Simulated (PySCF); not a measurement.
**doublet SnTe+ at 3 levels**

Wanted: a comparison of 3 runs (U-revPBE/def2-TZVPPD, UBLYP/def2-TZVPPD, UPBE/def2-TZVPPD) of doublet SnTe+. Input form: a Python script.

The calculation is run with PySCF 2.14.0.

2 further runs of the same task are left out: 2 set aside as unsound or not needed.

**1. The system as given**

SnTe+ has 2 atoms, charge +1, and is taken as a doublet. SMILES of the parent species: `[Sn][Te]`. The shape is that of a PBE0-D4/def2-TZVP optimisation. That shape belongs to the parent species and isn't relaxed for this state.

Bond lengths: Sn1–Te2 2.518 Å.

**2. A single-point energy at U-revPBE/def2-TZVPPD (core potential) (run 1)**

job.py reads:

```python
from pyscf import gto, dft

system = gto.M(
    atom='''
Sn     0.000000     0.000000     0.017839
Te     0.000000     0.000000     4.775962
''',
    verbose=3,
    ecp={'Sn': 'def2-svp', 'Te': 'def2-svp'},
    max_memory=1860,
    spin=1,
    basis='def2-tzvppd',
    charge=1,
    unit='bohr',
)

ks = dft.UKS(system)
ks.xc = 'revpbe'
ks.conv_tol = 1e-10
ks.grids.level = 5
ks.kernel()
if not ks.converged:
    ks = ks.newton().run(ks.mo_coeff, ks.mo_occ)

e_final = ks.e_tot
print('E(%s) = %.9f' % ('REVPBE', e_final))
```

On the command line:

```sh
$ OMP_NUM_THREADS=1 python job.py
```

What it wrote:

```text
WARN: HOMO -0.409200503637786 >= LUMO -0.409200503637774

WARN: HOMO -0.417519544785929 >= LUMO -0.416635235024176

converged SCF energy = -482.168658803062  <S^2> = 0.7547964  2S+1 = 2.0047907
E(REVPBE) = -482.168658803
```

Run time: 25 s. Hardware: 1 thread of Arm Neoverse V1, shared host; peak memory 0.6 GiB.

**3. A single-point energy at UBLYP/def2-TZVPPD (core potential) (run 2)**

geometry.xyz reads:

```xyz
2
SnTe
Sn     0.000000     0.000000     0.009440
Te     0.000000     0.000000     2.527330
```

input.py reads:

```python
from pyscf import gto, dft

mol = gto.M(
    atom='geometry.xyz',
    spin=1,
    basis='def2-tzvppd',
    max_memory=1860,
    verbose=3,
    ecp={'Sn': 'def2-svp', 'Te': 'def2-svp'},
    charge=1,
)

mf = dft.UKS(mol, xc='blyp')
mf.conv_tol = 1e-10
mf.grids.level = 5
mf.kernel()
if not mf.converged:
    mf = mf.newton().run(mf.mo_coeff, mf.mo_occ)

etot = mf.e_tot
print('E(%s) = %.9f' % ('BLYP', etot))
```

On the command line:

```sh
$ OMP_NUM_THREADS=1 python input.py
```

What it wrote:

```text
WARN: HOMO -1.15915959876011 >= LUMO -1.15915959876012

WARN: HOMO -0.406457646409103 >= LUMO -0.406457646409097

WARN: HOMO -0.414660827699794 >= LUMO -0.413800048803518

WARN: HOMO -0.420071457251137 >= LUMO -0.419921163910753

WARN: HOMO -0.420070150368622 >= LUMO -0.420032515890908

WARN: HOMO -0.419722606323577 >= LUMO -0.419710643828536

WARN: HOMO -0.419725557126479 >= LUMO -0.419691959271265

WARN: HOMO -0.419769556093625 >= LUMO -0.419725325287496

WARN: HOMO -0.419759901370103 >= LUMO -0.419667824230999

WARN: HOMO -0.41985726739088 >= LUMO -0.419644917817719

WARN: HOMO -0.419861620409931 >= LUMO -0.419398010984784

WARN: HOMO -0.419955127366406 >= LUMO -0.41938575896241

WARN: HOMO -0.419999590585538 >= LUMO -0.419396734955022

WARN: HOMO -0.419991596724435 >= LUMO -0.419391573853507

WARN: HOMO -0.41999319441281 >= LUMO -0.419393067711531

WARN: HOMO -0.41999602858299 >= LUMO -0.419394857740518

WARN: HOMO -0.419995657668414 >= LUMO -0.419394432581167

WARN: HOMO -0.419995751431205 >= LUMO -0.419394507732691

converged SCF energy = -481.982176031031  <S^2> = 0.75275661  2S+1 = 2.0027547
E(BLYP) = -481.982176031
```

Wall time 34 s (1 thread of Arm Neoverse V1, shared host); peak memory 0.6 GiB.

**4. A single-point energy at UPBE/def2-TZVPPD (core potential) (run 3)**

run.py reads:

```python
from pyscf import gto, dft

molecule = gto.Mole()
molecule.atom = 'Sn 0.000000 0.000000 0.009440; Te -0.000000 -0.000000 2.527330'
molecule.max_memory = 1860
molecule.verbose = 4
molecule.ecp = {'Sn': 'def2-svp', 'Te': 'def2-svp'}
molecule.basis = 'def2-tzvppd'
molecule.spin = 1
molecule.charge = 1
molecule.build()

ks = dft.UKS(molecule)
ks.xc = 'pbe'
ks.grids.level = 5
ks.conv_tol = 1e-10
ks.kernel()
if not ks.converged:
    ks = ks.newton().run(ks.mo_coeff, ks.mo_occ)

e_tot = ks.e_tot
print('E(%s) = %.9f' % ('PBE', e_tot))
```

On the command line:

```sh
$ OMP_NUM_THREADS=1 python run.py
```

What it wrote:

```text
PySCF version 2.14.0

[INPUT] num. atoms = 2
[INPUT] num. electrons = 45
[INPUT] charge = 1
[INPUT] spin (= nelec alpha-beta = 2S) = 1
[INPUT] symmetry False subgroup None
[INPUT] Mole.unit = angstrom
[INPUT] Symbol           X                Y                Z      unit          X                Y                Z       unit  Magmom
[INPUT]  1 Sn     0.000000000000   0.000000000000   0.009440000000 AA    0.000000000000   0.000000000000   0.017839014616 Bohr   0.0
[INPUT]  2 Te     0.000000000000   0.000000000000   2.527330000000 AA    0.000000000000   0.000000000000   4.775961526397 Bohr   0.0

nuclear repulsion = 110.968138944021
number of shells = 37
number of NR pGTOs = 198
number of NR cGTOs = 115
basis = def2-tzvppd
ecp = {'Sn': 'def2-svp', 'Te': 'def2-svp'}

[... 37 lines left out ...]
WARN: HOMO -1.16528663129673 >= LUMO -1.16528663129672
[... 20 lines left out ...]
WARN: beta  nocc = 22  HOMO -0.411812863393619 >= LUMO -0.411812863393616
[... 1 line left out ...]
WARN: HOMO -0.411812863393619 >= LUMO -0.411812863393616
[... 4 lines left out ...]
WARN: beta  nocc = 22  HOMO -0.419728491820997 >= LUMO -0.419583770958244
[... 1 line left out ...]
WARN: HOMO -0.419728491820997 >= LUMO -0.419583770958244
[... 4 lines left out ...]
WARN: beta  nocc = 22  HOMO -0.422005609823883 >= LUMO -0.42104577152334
[... 1 line left out ...]
WARN: HOMO -0.422005609823883 >= LUMO -0.42104577152334
[... 38 lines left out ...]
converged SCF energy = -482.06527438768  <S^2> = 0.75411646  2S+1 = 2.0041122
E(PBE) = -482.065274388
```

Wall time 26 s (1 thread of Arm Neoverse V1, shared host); peak memory 0.6 GiB.

**5. Overview of the runs**

| run | level | energy (Eh) | HOMO energy (eV) | LUMO energy (eV) | ⟨S²⟩ | wall time |
| --- | --- | --- | --- | --- | --- | --- |
| 1 | U-revPBE/def2-TZVPPD (core potential) | -482.168659 | -11.51 | -11.30 | 0.755 | 25 s |
| 2 | UBLYP/def2-TZVPPD (core potential) | -481.982176 | -11.43 | -11.41 | 0.753 | 34 s |
| 3 | UPBE/def2-TZVPPD (core potential) | -482.065274 | -11.58 | -11.44 | 0.754 | 26 s |

**6. Summary of results**

| quantity | value |
| --- | --- |
| run 3: total energy | -482.06527 Eh |
| run 3: HOMO energy (highest over α and β) | -11.58 eV |
| run 3: LUMO energy (lowest over α and β) | -11.44 eV |
| run 3: ⟨S²⟩ | 0.754 |

Totals of different functionals can't be ranked against each other. All runs together took 85 s, the longest 34 s.
